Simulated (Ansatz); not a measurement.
# Cl₂FH₃OSi₂: up Jacob's ladder to CCSD(T)

One table from this session's results is given with a row withheld; the runs are named, their logs left out.

Method: functionals in def2-TZVPP, the program's frozen cores in correlated methods; program: Ansatz 0.2.0, Gaussian basis.

Levels to be run: PBE-D4, r2SCAN-D4, PBE0-D4, B3LYP-D4, ωB97X-V, ωB97M-V, B2PLYP; CCSD(T)/def2-TZVPP; MP2/def2-QZVPP; extrapolation to the limit.

## The relaxed structure

All runs share one geometry, relaxed beforehand with PBE0-D4 in a triple-zeta def2 set.

SMILES `O[SiH](F)[SiH](Cl)Cl`, 9 atoms, charge 0, spin multiplicity 1.

Atoms are counted from 1 here; the program's logs count them from 0.

Bond lengths: O1–Si2 1.629 Å, O1–H7 0.960 Å, Si2–F3 1.599 Å, Si2–Si4 2.350 Å, Si2–H8 1.477 Å, Si4–Cl5 2.050 Å, Si4–Cl6 2.062 Å, Si4–H9 1.479 Å. Angles: Si2–O1–H7 118.2°, O1–Si2–F3 111.5°, O1–Si2–Si4 108.5°, O1–Si2–H8 107.0°, F3–Si2–Si4 106.5°, F3–Si2–H8 107.9°, Si4–Si2–H8 115.5°, Si2–Si4–Cl5 109.2°, Si2–Si4–Cl6 105.1°, Si2–Si4–H9 118.1°, Cl5–Si4–Cl6 109.3°, Cl5–Si4–H9 107.7°, Cl6–Si4–H9 107.3°.

The first run:

in.yaml

```yaml
crystal:
  periodic: [false, false, false]
  atoms:
    - {symbol: O, position_ang: [1.839348, -0.673997, -0.452149]}
    - {symbol: Si, position_ang: [0.407935, -1.030778, 0.237934]}
    - {symbol: F, position_ang: [0.558642, -1.259323, 1.813010]}
    - {symbol: Si, position_ang: [-1.031081, 0.807003, -0.036405]}
    - {symbol: Cl, position_ang: [-1.858671, 0.742513, -1.910665]}
    - {symbol: Cl, position_ang: [0.183525, 2.466772, 0.113932]}
    - {symbol: H, position_ang: [2.178855, 0.219081, -0.357169]}
    - {symbol: H, position_ang: [-0.057408, -2.297484, -0.361246]}
    - {symbol: H, position_ang: [-2.132642, 0.979812, 0.935859]}
basis:
  gaussian: {orbitals: def2-TZVPP}
hamiltonian: {xc: pbe, dispersion: d4}
output: {forces: true, orbitals: {seedname: orbitals}}
```

Launch:

```sh
$ ansatz run in.yaml --threads 4 --pin off --events-out ev --progress --plain --max-ram 10444MiB
```

Steps of the session up to this table: PBE-D4 (GGA); r2SCAN-D4 (meta-GGA); PBE0-D4 (hybrid); B3LYP-D4 (hybrid); ωB97X-V (range-separated); ωB97M-V (range-separated); B2PLYP (double hybrid); CCSD(T) in def2-TZVPP; MP2 in def2-QZVPP.

One of the session's tables, all rows but one given; the rest of the session is left out.

```
            method  atomisation energy (kJ/mol)
            PBE-D4                       3223.6
         r2SCAN-D4                       3211.5
           PBE0-D4                       3166.6
          B3LYP-D4                       3160.4
           ωB97X-V                       3217.2
           ωB97M-V                       3208.0
            B2PLYP                       3138.2
     HF/def2-TZVPP                       2341.4
    MP2/def2-TZVPP                       3202.7
   CCSD/def2-TZVPP                       3045.1
CCSD(T)/def2-TZVPP                       3098.9
           MP2/CBS                       3318.5
       CCSD(T)/CBS                            ?
```

Q: Estimate the row for CCSD(T)/CBS from the others.

As computed: atomisation energy (kJ/mol): 3214.8. In the column «atomisation energy (kJ/mol)» it lies between r2SCAN-D4 (3211.5) and ωB97X-V (3217.2).

Limits of these values: Free atoms (1 O, 2 Si, 1 F, 2 Cl, 3 H) were run apart at each level; the atomisation energy is their sum less the molecule, without zero-point or spin-orbit terms.
